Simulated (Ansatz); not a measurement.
# Si₃H₈O₃: a ladder of functionals and wavefunction methods

Aim: compute Si₃H₈O₃ with functionals from several rungs and with coupled cluster, and see how far each lands from CCSD(T) at the basis-set limit for the atomisation energy.

Program: Ansatz 0.2.0, Gaussian basis. Level of theory: functionals in def2-TZVPP, the program's frozen cores in correlated methods. These are calculated values, not measurements.

The runs, in order: PBE-D4, r2SCAN-D4, PBE0-D4, B3LYP-D4, ωB97X-V, ωB97M-V, B2PLYP; CCSD(T)/def2-TZVPP; MP2/def2-QZVPP; extrapolation to the limit.

**1. The relaxed structure**

The geometry comes from an earlier relaxation with PBE0-D4 in a triple-zeta def2 set; it is a stationary point, not always the lowest conformer.

SMILES `O[Si](O)([SiH3])O[SiH3]`, 14 atoms, charge 0, spin multiplicity 1.

Atoms are counted from 1 here; the program's logs count them from 0.

Bond lengths: O1–Si2 1.640 Å, O1–H7 0.958 Å, Si2–O3 1.633 Å, Si2–Si4 2.336 Å, Si2–O5 1.636 Å, O3–H8 0.960 Å, Si4–H9 1.489 Å, Si4–H10 1.488 Å, Si4–H11 1.486 Å, O5–Si6 1.639 Å, Si6–H12 1.486 Å, Si6–H13 1.485 Å, Si6–H14 1.483 Å. Angles: Si2–O1–H7 117.0°, O1–Si2–O3 107.3°, O1–Si2–Si4 113.8°, O1–Si2–O5 106.8°, O3–Si2–Si4 106.8°, O3–Si2–O5 112.5°, Si4–Si2–O5 109.7°, Si2–O3–H8 117.6°, Si2–Si4–H9 109.4°, Si2–Si4–H10 110.6°, Si2–Si4–H11 110.9°, H9–Si4–H10 108.2°, H9–Si4–H11 108.7°, H10–Si4–H11 109.0°, Si2–O5–Si6 145.1°, O5–Si6–H12 110.3°, O5–Si6–H13 110.2°, O5–Si6–H14 108.0° and more.

**2. PBE-D4 (GGA)**

Contents of in.yaml:

```yaml
crystal:
  periodic: [false, false, false]
  atoms:
    - {symbol: O, position_ang: [2.143430, 0.340132, 1.060891]}
    - {symbol: Si, position_ang: [0.921953, -0.089391, 0.053791]}
    - {symbol: O, position_ang: [1.433963, -1.376580, -0.810895]}
    - {symbol: Si, position_ang: [0.341122, 1.570326, -1.483887]}
    - {symbol: O, position_ang: [-0.366354, -0.443106, 0.997396]}
    - {symbol: Si, position_ang: [-1.900493, -1.018464, 1.016087]}
    - {symbol: H, position_ang: [1.898590, 0.758911, 1.887513]}
    - {symbol: H, position_ang: [2.009304, -2.006763, -0.371558]}
    - {symbol: H, position_ang: [-0.137578, 2.776448, -0.752966]}
    - {symbol: H, position_ang: [-0.755884, 1.099687, -2.372154]}
    - {symbol: H, position_ang: [1.509821, 1.953031, -2.318859]}
    - {symbol: H, position_ang: [-2.687287, -0.423846, -0.096071]}
    - {symbol: H, position_ang: [-1.895972, -2.496877, 0.877465]}
    - {symbol: H, position_ang: [-2.514595, -0.643508, 2.313259]}
basis:
  gaussian: {orbitals: def2-TZVPP}
hamiltonian: {xc: pbe, dispersion: d4}
output: {forces: true, orbitals: {seedname: orbitals}}
```

Command:

```console
ansatz run in.yaml --threads 2 --pin off --events-out ev --progress --plain --max-ram 20480MiB --backend cuda --devices 0, --max-vram 18GiB
```

The runs that follow: r2SCAN-D4 (meta-GGA); PBE0-D4 (hybrid); B3LYP-D4 (hybrid); ωB97X-V (range-separated); ωB97M-V (range-separated); B2PLYP (double hybrid); CCSD(T) in def2-TZVPP; MP2 in def2-QZVPP.

Q: Predict the results of all the runs planned. Wanted: atomisation energy, CCSD(T)/CBS; farthest; mean size of error, hybrid; mean size of error, range-separated; gap, smallest and largest; T1 diagnostic; triples share of the correlation energy.

The runs gave:

```
                               quantity                                 value
        atomisation energy, CCSD(T)/CBS                         5030.2 kJ/mol
 functionals within 25.2 kJ/mol (0.5 %)                      ωB97X-V, ωB97M-V
                               farthest               PBE0-D4 (-114.6 kJ/mol)
             mean size of error, hybrid                           82.5 kJ/mol
    mean size of error, range-separated                           12.1 kJ/mol
              gap, smallest and largest  5.92 eV (PBE-D4), 12.30 eV (ωB97X-V)
                          T1 diagnostic                                0.0125
triples share of the correlation energy                                 3.4 %
```

PBE-D4 misses by -46.2 kJ/mol. Double hybrids carry the basis error of their MP2 part in triple zeta, and no dispersion term here, so their miss is partly the set-up's. Misses under about 25.2 kJ/mol are within the doubt on the reference itself, which lacks core-valence correlation, relativity and higher excitations. Hartree-Fock recovers 73 % of the binding; the rest is correlation. Orbital gaps span 5.9 to 12.3 eV; exact exchange widens them.
